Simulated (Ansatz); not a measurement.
Working through a ladder of methods at one geometry of CH8GeOSi, SMILES C[O][GeH2][SiH3]

Computed with Ansatz 0.2.0 through its Python package.

The script reads `ch8geosi.xyz`:
```text
12

C    -1.53460    1.04680   -0.36680
O    -0.80200    1.12030    0.78400
Ge   -0.07720   -0.49920    0.96980
Si    1.88240   -0.66590   -0.39550
H    -2.04270    2.08320   -0.53720
H    -0.96340    0.89640   -1.27940
H    -2.38210    0.35410   -0.28200
H    -1.02140   -1.60290    0.62850
H     0.40960   -0.65820    2.49850
H     2.77430    0.38110   -0.02620
H     1.38120   -0.52490   -1.77260
H     2.45300   -1.98600   -0.18730
```

Notebook, run cell by cell (the value of a cell's last expression is shown):

In [1]:
```python
import warnings

import ansatz as az
```

In [2]:
```python
warnings.simplefilter("ignore", az.DeckWarning)
```

In [3]:
```python
system = az.Crystal.molecule_from_extxyz("ch8geosi.xyz")
```

In [4]:
```python
calc = system.calculation().basis(gaussian="def2-SVP")
```

In [5]:
```python
methods = ["mp2", "ccsd", "ccsd_t"]
reports = [calc.correlation(m).run(threads=1, backend="cpu").report for m in methods]
print(f"Hartree-Fock reference {reports[0]['reference_energy_ev'] / 27.211386246:.6f} Ha")
best = reports[-1]["free_energy_ev"] - reports[-1]["reference_energy_ev"]
for method, each in zip(methods, reports):
    gained = each["free_energy_ev"] - each["reference_energy_ev"]
    print(f"{method:8s} total {each['free_energy_ev'] / 27.211386246:.6f} Ha  correlation {gained:9.4f} eV  ({100 * gained / best:.1f} % of the last)")
```
```text
Hartree-Fock reference -2481.218449 Ha
mp2      total -2481.887680 Ha  correlation  -18.2107 eV  (90.7 % of the last)
ccsd     total -2481.936841 Ha  correlation  -19.5485 eV  (97.4 % of the last)
ccsd_t   total -2481.955939 Ha  correlation  -20.0681 eV  (100.0 % of the last)
```

Total energies depend on the basis set; only differences at equal settings carry meaning. The geometry is a force-field or estimated start, not a minimum of this method, and the basis set is short of its limit. A lower total doesn't mark the better method: functionals have no common bound, and MP2 and coupled cluster aren't variational. Inner cores stay frozen; a filled d shell under the valence of the heavier atoms is correlated with it. It ran for 29 s on 1 thread of Intel(R) Xeon(R) Processor @ 2.30GHz (shared host), peak memory 0.71 GiB.
